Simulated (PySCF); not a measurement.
# C5H9FS: the cost of one run

Computed with PySCF 2.14.0 and routines of our own; the level stands in each step. Atoms count from 0.

## Step 1: The system as given

16 atoms, charge 1, multiplicity 2; geometry from: GFN2-xTB.

## Step 2: Open-shell or spin-flip excitations: unrestricted TDDFT wB97X-D/def2-SVP

The job: settings as JSON, then the geometry in Å.

```
{"job": {"kind": "uabs", "xc": "wB97X-D", "basis": "def2-SVP", "nstates": 10, "tda": false}, "charge": 1, "multiplicity": 2}
C     -2.288563    -0.139796     0.288647
C     -0.859854     0.133425    -0.095410
C      0.117073     0.055182     1.073940
C      1.513051    -0.228136     0.595018
F      2.356197    -0.605739     1.556541
C      2.118071     0.369915    -0.612095
S      1.590099    -1.325677    -0.926551
H     -2.401395    -1.111555     0.767151
H     -2.630078     0.604785     1.013274
H     -2.945706    -0.084417    -0.575241
H     -0.779026     1.089566    -0.620913
H     -0.530993    -0.635925    -0.840915
H     -0.171056    -0.743765     1.763157
H      0.120387     0.986575     1.649343
H      1.587642     1.141805    -1.156630
H      3.196555     0.502701    -0.623243
```

With the program's defaults for keys left out, this is: unrestricted TDDFT wB97X-D/def2-SVP, vertical, gas phase, core orbitals frozen in the response.

Command:

```bash
OMP_NUM_THREADS=1 python excited_run.py task.json out
```

This one command runs all jobs of the session in turn.

**Question.** How long does this first job take on 1 thread of Arm Neoverse V1, shared host, and how much memory does it need?

About 64 s, with a peak of 0.6 GiB.
